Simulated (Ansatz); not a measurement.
**BiAs: a sweep of the k mesh**

Aim: hold BiAs and all else fixed and vary the k mesh, to see how far energy and properties move.

Computed with Ansatz 0.2.0 (DFT PBE, with the methods named in each step, unless a step's input says otherwise).

1 further run of the same task is left out (set aside as unsound or not needed).

## (1) The structure to begin with

Symmetry: F-43m, No. 216, cubic system. Conventional cell: a = 6.706 Å, b = 6.706 Å, c = 6.706 Å, α = 90.00°, β = 90.00°, γ = 90.00°. As (site symmetry -43m) has 4 Bi at 2.90 Å as nearest neighbours. Bi (site symmetry -43m) has 4 As at 2.90 Å as nearest neighbours.

Coordinates:

```cif
data_structure
_symmetry_space_group_name_H-M 'F-43m'
_symmetry_Int_Tables_number 216
_cell_length_a 6.7063
_cell_length_b 6.7063
_cell_length_c 6.7063
_cell_angle_alpha 90.000
_cell_angle_beta 90.000
_cell_angle_gamma 90.000
_cell_volume 301.61
loop_
_atom_site_label
_atom_site_type_symbol
_atom_site_symmetry_multiplicity
_atom_site_Wyckoff_symbol
_atom_site_fract_x
_atom_site_fract_y
_atom_site_fract_z
_atom_site_occupancy
As1 As 4 a 0.00000 0.00000 0.00000 1
Bi1 Bi 4 d 0.25000 0.25000 0.75000 1
```

The file gives the conventional cell by its symmetry; the runs use the cell typed in the input.

The cell was relaxed by PAW from a hypothetical start (zincblende type); it needn't be the stable phase of this composition.

Atoms are numbered in the order of the input: As1, Bi2.

## (2) With k mesh [3, 3, 3]

Input file input.yaml:

```yaml
crystal:
  lattice:
    - [0.0, 3.3531471192, 3.3531471192]
    - [3.3531471192, 0.0, 3.3531471192]
    - [3.3531471192, 3.3531471192, 0.0]
  atoms:
    - { symbol: As, position: [0.0, 0.0, 0.0] }
    - { symbol: Bi, position: [0.25, 0.25, 0.25] }
kpoints:
  mp_grid: { grid: [3, 3, 3] }
scf:
  occupations: { method: fermi_dirac, width: 0.05 }
hamiltonian:
  xc: pbe
  pseudopotentials: { kind: all_electron, lapw: { basis_error: 0.00025 } }
output:
  forces: true
  stress: true
  eigenvalues: true
```

The run is started by

```bash
$ ansatz run input.yaml --threads 1 --pin off --max-ram 2048MiB --backend cpu --events-out ev --progress --plain --runs-dir out
```

## (3) With k mesh [3, 3, 3], PAW files

Changes to input.yaml since step 2:

```diff
@@ -14,3 +14,3 @@
   xc: pbe
-  pseudopotentials: { kind: all_electron, lapw: { basis_error: 0.00025 } }
+  pseudopotentials: { kind: paw }
 output:
@@ -19 +19,6 @@
   eigenvalues: true
+  efg: { contact_densities: true }
+  write_density: true
+  write_potential: true
+  elf: true
+  volumetric_format: npy
```

## (4) With k mesh [5, 5, 5]

Input file input.yaml:

```yaml
crystal:
  lattice:
    - [0.0, 3.3531471192, 3.3531471192]
    - [3.3531471192, 0.0, 3.3531471192]
    - [3.3531471192, 3.3531471192, 0.0]
  atoms:
    - { symbol: As, position: [0.0, 0.0, 0.0] }
    - { symbol: Bi, position: [0.25, 0.25, 0.25] }
kpoints:
  mp_grid: { grid: [5, 5, 5] }
scf:
  occupations: { method: fermi_dirac, width: 0.05 }
hamiltonian:
  xc: pbe
  pseudopotentials: { kind: all_electron, lapw: { basis_error: 0.00025 } }
output:
  forces: true
  stress: true
  eigenvalues: true
```

## (5) With k mesh [5, 5, 5], PAW files

Changes to input.yaml since step 4:

```diff
@@ -14,3 +14,3 @@
   xc: pbe
-  pseudopotentials: { kind: all_electron, lapw: { basis_error: 0.00025 } }
+  pseudopotentials: { kind: paw }
 output:
@@ -19 +19,2 @@
   eigenvalues: true
+  efg: { contact_densities: true }
```

## (6) With k mesh [8, 8, 8]

Changes to input.yaml since step 5:

```diff
@@ -9,3 +9,3 @@
 kpoints:
-  mp_grid: { grid: [5, 5, 5] }
+  mp_grid: { grid: [8, 8, 8] }
 scf:
@@ -14,3 +14,3 @@
   xc: pbe
-  pseudopotentials: { kind: paw }
+  pseudopotentials: { kind: all_electron, lapw: { basis_error: 0.00025 } }
 output:
@@ -19,2 +19 @@
   eigenvalues: true
-  efg: { contact_densities: true }
```

## (7) With k mesh [8, 8, 8], PAW files

Changes to input.yaml since step 6:

```diff
@@ -14,3 +14,3 @@
   xc: pbe
-  pseudopotentials: { kind: all_electron, lapw: { basis_error: 0.00025 } }
+  pseudopotentials: { kind: paw }
 output:
@@ -19 +19,6 @@
   eigenvalues: true
+  efg: { contact_densities: true }
+  write_density: true
+  write_potential: true
+  elf: true
+  volumetric_format: npy
```

## (8) With k mesh [14, 14, 14]

Input file input.yaml:

```yaml
crystal:
  lattice:
    - [0.0, 3.3531471192, 3.3531471192]
    - [3.3531471192, 0.0, 3.3531471192]
    - [3.3531471192, 3.3531471192, 0.0]
  atoms:
    - { symbol: As, position: [0.0, 0.0, 0.0] }
    - { symbol: Bi, position: [0.25, 0.25, 0.25] }
kpoints:
  mp_grid: { grid: [14, 14, 14] }
scf:
  occupations: { method: fermi_dirac, width: 0.05 }
hamiltonian:
  xc: pbe
  pseudopotentials: { kind: all_electron, lapw: { basis_error: 0.00025 } }
output:
  forces: true
  stress: true
  eigenvalues: true
```

## (9) With k mesh [14, 14, 14], PAW files

Changes to input.yaml since step 8:

```diff
@@ -14,3 +14,3 @@
   xc: pbe
-  pseudopotentials: { kind: all_electron, lapw: { basis_error: 0.00025 } }
+  pseudopotentials: { kind: paw }
 output:
@@ -19 +19,6 @@
   eigenvalues: true
+  efg: { contact_densities: true }
+  write_density: true
+  write_potential: true
+  elf: true
+  volumetric_format: npy
```

(Steps that only read results are left out.)

Q: Predict the outcome of this session. Wanted: energy error of the loosest run; pressure, lowest to highest; gap, lowest to highest.

As calculated:

| quantity | value |
| --- | --- |
| energy error of the loosest run (LAPW) | -68.3 meV/atom |
| within 1 meV/atom from | no run before the tightest |
| pressure, lowest to highest (LAPW) | -1.22 to 0.18 GPa |
| gap, lowest to highest (LAPW) | 0.00 to 0.21 eV |

What this shows: At the loosest setting in the table the energy misses the tightest run by 68.3 meV/atom; even the run before the tightest is more than 1 meV/atom away, so the sweep hasn't shown convergence. Without a gap the Fermi surface must be resolved, so the energy converges slowly and unevenly with the mesh. The pressure spans 1.40 GPa (LAPW). The tightest run took 1.8 min against 7.8 s for the loosest. Spin-orbit coupling is left out, though the cell holds Bi; in elements this heavy it can shift bands and gaps by tenths of an eV.
